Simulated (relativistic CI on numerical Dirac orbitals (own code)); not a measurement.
**I XXIX (I²⁸⁺): levels and lines**

The task is the spectrum of I²⁸⁺: levels, purity of their labels, lifetimes and lines; further runs change one setting each.

The numbers are computed with relativistic CI on numerical Dirac orbitals (own code) version 2 (Dirac-Coulomb-Breit CI, KLI orbitals optimised for each configuration, model QED (radiative potential, 1s self-energy scaled to tabulated hydrogen-like ionisation energies)), except any that are marked as measured or tabulated.

## 1. Starting point

```
ion                       : I²⁸⁺ (I XXIX)
nuclear charge            : 53
electrons                 : 25
isotope                   : A = 127
first configuration typed : [Ar] 3d7
```

The outer shells:

first configuration typed
```
[Ar] core
3d [↑↓][↑↓][↑ ][↑ ][↑ ]
```

## 2. Base run

Settings, as recorded:

```ini
atom I  Z=53  charge=28  electrons=25
nucleus A=127  rms_radius_fm=4.7500
hamiltonian dirac-coulomb  breit=on  qed=on  c_scale=1
orbitals kli  potential=per-configuration
slater_scale 1
correlation none
mixing on
configurations
  [Ar] 3d7
  [Ne] 3s2 3p5 3d8
  [Ne] 3s2 3p4 3d9
  [Ne] 3s 3p6 3d8
  [Ne] 3p6 3d9
  [Ne] 3s 3p5 3d9
  [Ar] 3d6 4s
  [Ar] 3d6 4p
  [Ar] 3d6 4d
  [Ne] 3s2 3p4 3d8 4s
  [Ar] 3d6 4f
  [Ne] 3s2 3p5 3d7 4s
  [Ne] 3s2 3p4 3d8 4p
  [Ne] 3s2 3p5 3d7 4p
  [Ne] 3s2 3p4 3d8 4d
  [Ne] 3s 3p5 3d8 4s
  [Ar] 3d5 4s2
  [Ne] 3s 3p5 3d8 4p
  [Ar] 3d5 4s 4p
  [Ne] 3s2 3p5 3d7 4d
  [Ne] 3s 3p6 3d7 4s
  [Ar] 3d6 5s
  [Ar] 3d5 4p2
  [Ne] 3s 3p5 3d8 4d
  [Ar] 3d6 5p
  [Ar] 3d5 4s 4d
  [Ne] 3p6 3d8 4s
  [Ne] 3s 3p6 3d7 4p
  [Ar] 3d6 5d
  [Ne] 3p6 3d8 4p
  [Ne] 3s2 3p5 3d6 4s2
  [Ar] 3d6 5f
  [Ar] 3d6 5g
  [Ne] 3s 3p6 3d7 4d
  [Ar] 3d6 6p
end
```

## 3. One common potential

Settings: those of step 2 with these lines changed.

```diff
@@ -3,3 +3,3 @@
 hamiltonian dirac-coulomb  breit=on  qed=on  c_scale=1
-orbitals kli  potential=per-configuration
+orbitals kli  potential=mean
 slater_scale 1
```

## 4. The first configuration alone

Settings, as recorded:

```ini
atom I  Z=53  charge=28  electrons=25
nucleus A=127  rms_radius_fm=4.7500
hamiltonian dirac-coulomb  breit=on  qed=on  c_scale=1
orbitals kli  potential=per-configuration
slater_scale 1
correlation none
mixing on
configurations
  [Ar] 3d7
end
```

(Steps that only read results are left out.)

What does the calculation give? Wanted: lowest level; first excitation; lowest level of the other parity; fastest E1 line; ionisation energy.

**Answer**, as computed:

| run | time | mean size of shift, levels followed (cm⁻¹) | lowest level | ionisation energy (eV) |
| --- | --- | --- | --- | --- |
| main run | 12 s | 0 | 3d7 4F9/2 | 1638.4 |
| one common potential | 11 s | 37.6 | 3d7 4F9/2 | - |
| the first configuration alone | 0.084 s | 3658 | 3d7 4F9/2 | - |

The tabulated theoretical ionisation energy (NIST) is 1639 eV.

| quantity | value |
| --- | --- |
| lowest level | 3d7 4F9/2 |
| first excitation | 3d7 [3d5/2^3] J=3/2, 62763 cm⁻¹ |
| lowest level of the other parity | 3p5 3d8 4G°11/2, 222.71 eV |
| levels in the model | 9822 |
| fastest E1 line (by rate) to the lowest level among the lowest 400 of 9822 levels | 1.722 nm, from 3d6 4p 4F°9/2 + 6D° (iii) |
| ionisation energy | 1638.4 eV |
| ionisation energy, tabulated theoretical (NIST) | 1639 eV |

The lowest level is 3d7 4F9/2, 78 % pure in LS and 90 % in jj coupling; over the low levels the means are 64 and 89 %, so jj coupling describes them better. The ionisation energy agrees with the tabulated theoretical value within its uncertainty of 4 eV. Of the changes tried, the run «the first configuration alone» moves the low levels most, by 3658 cm⁻¹ on average. Lifetimes count radiative decay inside the model alone.
